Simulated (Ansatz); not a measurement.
# C2H6AlBSi, SMILES [SiH3][C]1=C[BH][AlH]1: energies of removing a hydrogen

With Ansatz 0.2.0 through its Python package.

Run as a notebook:

```python
import ansatz as az
```

```python
def energy_of(molecule, charge=0, unpaired=0):
    calc = molecule.calculation().basis(gaussian='def2-TZVP').functional('b3lyp')
    if charge:
        calc = calc.charge(charge)
    if unpaired:
        calc = calc.spin('collinear', total=unpaired)
    return calc.run().report['free_energy_ev']
```

```python
GEOMETRY = '''
Si   -1.73300   -0.11980    0.79750
C    -0.07450    0.02070    0.11010
C     1.12290    0.05810    0.70400
B     2.14690    0.15750   -0.59560
Al    0.54480   -0.06270   -1.72870
H    -1.83820    0.64180    2.07560
H    -2.68880    0.55770   -0.15470
H    -2.11080   -1.46870    0.96730
H     1.44170    0.08100    1.80720
H     3.23630    0.23620   -0.76430
H     0.01810   -0.15890   -3.19770
'''
```

```python
def without(molecule, index):
    rest = az.Crystal.molecule()
    for i, site in enumerate(molecule.cartesian_sites):
        if i != index:
            rest = rest.atom(site.symbol, site.position_ang)
    return rest

mol = az.Crystal.molecule()
for line in GEOMETRY.strip().splitlines():
    symbol, *xyz = line.split()
    mol = mol.atom(symbol, [float(v) for v in xyz])
```

```python
whole = energy_of(mol, 0)
hydrogen = energy_of(az.Crystal.molecule().atom('H', (0, 0, 0)), 0, 1)
print(f'E(molecule) = {whole:.5f} eV, E(H) = {hydrogen:.5f} eV')
for index in [7, 8, 9]:
    radical = energy_of(without(mol, index), 0, 1)
    print(f'H{index}: homolysis {(radical + hydrogen - whole):.3f} eV')
```

    E(molecule) = -17322.15831 eV, E(H) = -13.66431 eV
    H7: homolysis 3.872 eV
    H8: homolysis 4.426 eV
    H9: homolysis 4.326 eV

Reading the output:
- Total energies depend on the basis set; only differences at equal settings carry meaning.
- The geometry is a force-field or estimated start, not a minimum of this method, and the basis set is short of its limit. All parts are taken at fixed geometry, without zero-point energy.
- b3lyp holds the VWN-RPA fit, as in Gaussian; the form of ORCA and Turbomole is b3lyp5.
- Finished in 84 s on 1 thread of Arm Neoverse V1 (shared host), peak memory 0.64 GiB.
